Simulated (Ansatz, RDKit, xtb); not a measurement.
**Isomers of Si4NH10Cl, a sample narrowed down**

Which of a sample of isomers of Si4NH10Cl is the most stable in the gas at 298.15 K, and what are its properties? The sample is small against all isomers, and the most stable one of this formula need not be in it.

The funnel: GFN2-xTB relaxations, single points with a density functional, relaxations at r2SCAN-D4/def2-SVP, harmonic vibrations (at GFN2-xTB), and a last energy at a higher level. All values are calculated.

## (1) Possible bonding patterns

Isomers were taken from a list of plausible structures; this is a sample, not all of them. That gives 4 candidates.

```csv
label,SMILES,spin
c062,N[SiH2][Si]([SiH3])([SiH3])Cl,singlet
c213,N[Si@H]([SiH3])[SiH2][SiH2]Cl,singlet
c217,[SiH3]N([SiH3])[SiH2][SiH2]Cl,singlet
c353,N[Si]([SiH3])([SiH3])[SiH2]Cl,singlet
```

Candidates are built by distance geometry, with a force field where one applies, in up to four conformers (letters a to d).

Q: Predict the outcome of this search (final energies at CCSD(T)/def2-SVP + MP2/def2-TZVPP - MP2/def2-SVP).

| quantity | value |
| --- | --- |
| lowest structure found | [SiH3]N([SiH3])[SiH2][SiH2]Cl, singlet |
| next finalist | N[SiH2][Si]([SiH3])([SiH3])Cl, singlet, 24.2 kcal/mol higher in G |
| share at equilibrium, among the finalists | 100.0 % |

`[SiH3]N([SiH3])[SiH2][SiH2]Cl` comes out lowest. Among the finalists first place is clear (24.2 kcal/mol); structures outside the list aren't covered. GFN2-xTB, HF/STO-3G, r2SCAN-D4/def2-SVP, r2SCAN-D4/def2-SVP, relaxed, HF/def2-SVP and MP2/def2-SVP already put its bonding pattern lowest among the structures in one piece. It still has an imaginary mode, so it is no strict minimum; a nearby shape lies a little lower. One minimum inside the window was never screened. Lowest found is not proven lowest: the search is finite, and each finalist counts with one conformer. Only 4 drawn patterns were tried, so whole families of isomers are missing, and the result ranks this sample alone. The lowest isomer need not be the one that is made and kept in a bottle, which depends on barriers.
